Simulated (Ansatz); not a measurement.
# C₃H₇NSi, SMILES CC1=N[SiH2]C1: a comparison of dispersion corrections

Run with Ansatz 0.2.0 through its Python package.

`c3h7nsi.xyz`
```text
12

C    -1.57760   -0.57290    0.84640
C    -0.31220   -0.05140    0.36050
N     0.57670    0.55480    1.04230
Si    1.80390    0.73250   -0.26460
C     0.30600   -0.14300   -1.06300
H    -1.75170   -0.29180    1.89620
H    -2.38900   -0.02930    0.26940
H    -1.65600   -1.59010    0.67070
H     2.94150   -0.08590    0.01610
H     1.90880    2.15060   -0.59120
H    -0.26360    0.42320   -1.77910
H     0.49020   -1.15170   -1.36970
```

Script `run_disp.py`:
```python
import ansatz as az

mol = az.Crystal.molecule_from_extxyz("c3h7nsi.xyz")

calc = mol.calculation().basis(gaussian="def2-SVP")
for name in ["pbe", "pbe0"]:
    for correction in ("d3bj", "d4"):
        data = calc.functional(name, dispersion=correction).run(threads=1).report
        print(f"{name:8s} {correction:5s} total {data['free_energy_ev']:.5f} eV, of which dispersion {1000 * data['dispersion']['energy']['ev']:.2f} meV")
```

```console
$ python run_disp.py
pbe      d3bj  total -12575.43942 eV, of which dispersion -261.78 meV
pbe      d4    total -12575.43685 eV, of which dispersion -259.21 meV
pbe0     d3bj  total -12576.83532 eV, of which dispersion -226.96 meV
pbe0     d4    total -12576.82591 eV, of which dispersion -217.56 meV
```

Notes:
- Total energies depend on the basis set; only differences at equal settings carry meaning.
- The geometry is a force-field or estimated start, not a minimum of this method, and the basis set is short of its limit. D4 holds the three-body term, and d3bj doesn't.
- Finished in 14 s on 1 thread of Arm Neoverse V1 (shared host), peak memory 0.26 GiB.

(Lines on the test bed's own set-up are left out of the output.)
